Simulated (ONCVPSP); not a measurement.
# Zinc: generating and testing an ONCV potential

Task: generate the file, and judge it by its errors in other configurations, its logarithmic derivatives, its ghosts and its cutoff.

Method: ONCVPSP 4.0.1, PBE, scalar-relativistic.

## Step 1: The design

Typed settings, in words:

* element: zinc (Zn, Z = 30)
* type: optimised norm-conserving Vanderbilt (ONCV)
* frozen core: [Ne]
* valence charge: 20
* reference configuration: 3s2 3p6 3d10 4s1.75 4p0.25
* partial waves: 3s+4s: rc 1.05 bohr, ncon 5, nbas 9, qcut 8.8 1/bohr, 3 projectors, debl 3.9 Ha; 3p+4p: rc 1.30 bohr, ncon 4, nbas 9, qcut 10.4 1/bohr, 2 projectors; 3d: rc 1.05 bohr, ncon 3, nbas 7, qcut 16.6 1/bohr, local
* local potential: the d channel
* core correction: Teter function, fcfact 4, rcfact 1.15

An earlier all-electron run gives the scale for the radii.

All-electron outer shells of the reference configuration (PBE, scalar-relativistic, ld1.x):

```csv
shell,level (eV),outermost node (bohr),outermost maximum (bohr)
2s,-1158.92,0.07,0.19
2p,-1004.62,–,0.15
3s,-129.85,0.28,0.59
3p,-84.02,0.25,0.59
3d,-10.75,–,0.57
4s,-6.38,0.85,2.09
4p,-1.41,0.92,3.04
```

## Step 2: Generation

Input file Zn.dat:

```
# ATOM AND REFERENCE CONFIGURATION
# atsym  z   nc   nv     iexc    psfile
  Zn 30.00    3    5        4      upf
#
#   n    l    f
    1    0    2.00
    2    0    2.00
    2    1    6.00
    3    0    2.00
    3    1    6.00
    3    2   10.00
    4    0    1.75
    4    1    0.25
#
# PSEUDOPOTENTIAL AND OPTIMIZATION
# lmax
    2
#
#   l,   rc,      ep,       ncon, nbas, qcut
    0    1.05    0.00    5    9    8.80
    1    1.30    0.00    4    9   10.40
    2    1.05    0.00    3    7   16.60
#
# LOCAL POTENTIAL
# lloc, lpopt,  rc(5),   dvloc0
    2    5    1.05    0.00
#
# VANDERBILT-KLEINMAN-BYLANDER PROJECTORs
# l, nproj, debl
    0    3    3.90
    1    2    1.20
    2    0    1.60
#
# MODEL CORE CHARGE
# icmod, fcfact, rcfact
    3    4.00    1.15
#
# LOG DERIVATIVE ANALYSIS
# epsh1, epsh2, depsh
   -6.00    5.00    0.04
#
# OUTPUT GRID
# rlmax, drl
    6.00    0.01
#
# TEST CONFIGURATIONS
# ncnf
    4
# nvcnf
#   n    l    f
    5
    3    0    2.00
    3    1    6.00
    3    2   10.00
    4    0    2.00
    4    1    0.00
#
    5
    3    0    2.00
    3    1    6.00
    3    2   10.00
    4    0    1.00
    4    1    0.00
#
    5
    3    0    2.00
    3    1    6.00
    3    2   10.00
    4    0    0.00
    4    1    0.00
#
    5
    3    0    2.00
    3    1    6.00
    3    2   10.00
    4    0    0.00
    4    1    2.00
#
```

The run is started by

```sh
$ oncvpsp.x < Zn.dat > Zn.out
```

Before running it: what results should come out? Wanted: cutoffs for 1 and 0.1 mHa per electron, occupied waves; bound ghosts; GHOST(+) flags; largest test error; largest phase difference near zero energy, channels read; rms error of d²Exc/dn², without and with the model core.

**Answer**, as computed:

| quantity | value |
| --- | --- |
| cutoffs for 1 and 0.1 mHa per electron, occupied waves | 99 Ha and 197 Ha |
| bound ghosts | none found |
| GHOST(+) flags | s at 807 eV |
| largest test error (AE − PS) | -0.7 meV, for 3s2 3p6 3d10 4s1 4p0 (1 test unsolved) |
| largest phase difference near zero energy, channels read | 0.007 rad |
| rms error of d²Exc/dn², without and with the model core | 1.74 and 1.18 mHa |

What this shows: By total energies transferability is very good where solved: the largest error is 0.7 meV on 8.7 eV, for 3s2 3p6 3d10 4s1 4p0. Of the tests 1 gave no usable energy difference, which is a warning in itself. The potential is very hard: the looser tolerance needs 99 Ha. It is free of bound ghosts as far as tested. Near zero energy the phases of the channels with partial waves agree within 0.007 rad. The program also flags highly localised states, GHOST(+) (s). All of this concerns the isolated atom, not yet a solid.
